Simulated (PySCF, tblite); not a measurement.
**CH12Si4, a small molecule taken as a stand-in for a surface group (Si site with back bonds [SiH3], [SiH3], C[SiH3]): NMR shifts, core binding energies and electronic excitations**

Wanted: the NMR shifts, core binding energies and electronic excitations for `[SiH3]C[SiH]([SiH3])[SiH3]`.

Programs: tblite 0.8.0 and PySCF 2.14.0. All values are calculated, for the isolated system unless a continuum is named. Atoms count from 0, parts from 1.

## (1) Starting point

17 atoms, charge 0, multiplicity 1; geometry: distance geometry start.

## (2) Relaxing the cluster with GFN2-xTB

What the job is given:

```
{"job": {"kind": "relax", "xc": "GFN2-xTB", "basis": "xTB"}, "charge": 0, "multiplicity": 1}
Si     1.174603    -1.029810    -0.433464
Si     0.218844     0.200582     1.180457
Si     0.161264    -2.984543    -0.552515
C      2.956874    -1.271364    -0.031050
Si     3.708970     0.321029     0.450013
H      1.062157    -0.357042    -1.633633
H      0.862793     1.452010     1.258444
H      0.310597    -0.484909     2.424475
H     -1.155402     0.392674     0.868935
H     -1.027821    -2.857271    -1.344097
H     -0.197451    -3.433715     0.732927
H      1.035675    -3.943188    -1.147023
H      3.444914    -1.679217    -0.821472
H      3.028124    -1.963882     0.811724
H      5.116593     0.173015     0.527286
H      3.388027     1.310628    -0.530090
H      3.211391     0.716869     1.718228
```

With the program's defaults for keys left out, this is: GFN2-xTB geometry optimisation, gas phase.

Launch:

```bash
$ OMP_NUM_THREADS=1 python cluster_run.py task.json out
```

One launch serves the whole session: the jobs run in the order shown.

**Question.** The jobs that follow are: PBE0-D3(BJ)/def2-SVP geometry optimisation, gas phase; GIAO PBE0/pcSseg-1 NMR shielding, non-relativistic, gas phase; delta-SCF UKS SCAN, pcX-2 on the ionised atom, pcseg-1 elsewhere, spin-free X2C; TDDFT CAM-B3LYP/def2-SVPD, vertical, gas phase, core orbitals frozen in the response. Predict: point group; rotational constants (main isotopes); ¹³C shifts against TMS (PBE0/pcSseg-1); ¹H shifts against TMS (PBE0/pcSseg-1); ²⁹Si shifts against TMS (PBE0/pcSseg-1); Si2p binding energies, SCAN/pcX-2; C1s binding energies, SCAN/pcX-2; lowest singlet (CAM-B3LYP/def2-SVPD); brightest single state of those computed; lowest triplet; vertical ionisation energy (ΔSCF).

As calculated:

| quantity | value |
| --- | --- |
| point group | C1 |
| rotational constants (main isotopes) | 2.14, 1.04, 0.75 GHz |
| ¹³C shifts against TMS (PBE0/pcSseg-1) | -15.3 ppm |
| ¹H shifts against TMS (PBE0/pcSseg-1) | 4.19, 3.98, 3.94, 3.92, 3.86, 3.68, 3.57, 3.52, 3.49, 3.44, 0.04, -0.37 ppm |
| ²⁹Si shifts against TMS (PBE0/pcSseg-1) | -65.6, -75.8, -100.7, -105.3 ppm |
| Si2p binding energies, SCAN/pcX-2 | Si4 106.83, Si1 106.56, Si2 106.52, Si0 106.27 eV |
| C1s binding energies, SCAN/pcX-2 | C3 289.92 eV |
| lowest singlet (CAM-B3LYP/def2-SVPD) | 6.49 eV (191 nm), f = 0.025 |
| brightest single state of those computed | state 6, 7.45 eV, f = 0.126 |
| lowest triplet | 5.77 eV |
| vertical ionisation energy (ΔSCF) | 9.49 eV |

In words: The start of the PBE0/def2-SVP relaxation was shaken at random by about 0.01 Å, so part of the energy gained, and of the first lengths quoted, undoes that. The optimisation took 10 steps and gained 0.208 eV; among the close pairs (by a distance rule), Si2–H9 changed most, from 1.441 to 1.496 Å (PBE0/def2-SVP). Hydrogens of an XH3 group are listed apart at this fixed geometry; free rotation makes them one line at their mean. At PBE0/pcSseg-1: The widest tensor belongs to Si0: span 87 ppm, with a paramagnetic part of -455 ppm. At SCAN/pcX-2: The Si2p levels kept as sound span 0.56 eV, from Si0 (silicon bonded to C, 2 Si, H) up to Si4 (silicon bonded to C, 3 H). The first singlet state (HOMO→LUMO 0.82) lies at 6.49 eV and is weak; of the 6 states computed, the strongest absorption comes from state 6 at 7.45 eV (the last computed, so partners may be missing). The lowest triplet lies 0.72 eV below the lowest singlet (triplets in Tamm-Dancoff, singlets in full TDDFT). The orbital energy would give 8.91 eV for ionisation, ΔSCF gives 9.49 eV. A capped cluster stands for the solid here, so long-range fields and strain are missing, and bands or shifts of the capping hydrogens have no counterpart in it.
